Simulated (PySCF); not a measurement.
# Pr (Pr4+): the cost of one run

Programs: PySCF 2.14.0, with routines of our own; each step states its level. All values are computed. Atoms count from 0.

## Step 1: The system as given

1 atom, charge 4, states of the metal's open shell are computed; geometry from: free ion.

## Step 2: Ligand-field states: state-averaged CASSCF

The job: settings as JSON, then the geometry in Å.

```
{"job": {"kind": "lf", "basis": {"metal": "x2c-TZVPall", "ligand": "x2c-SVPall"}, "nevpt": true}, "charge": 4, "metal": "Pr", "open_shell": "f1"}
Pr     0.000000     0.000000     0.000000
```

Method: state-averaged CASSCF of the metal f shell, SC-NEVPT2 on the averaged canonical orbitals, state-interaction spin-orbit coupling.

Launch:

```sh
$ OMP_NUM_THREADS=1 python lf_run.py task.json out
```

The driver reads the jobs from task.json and runs them one after another.

**Question.** How long does this first job take on 1 thread of Intel Xeon 6975P-C, shared host, and how much memory does it need?

About 6.8 s, with a peak of 0.25 GiB.
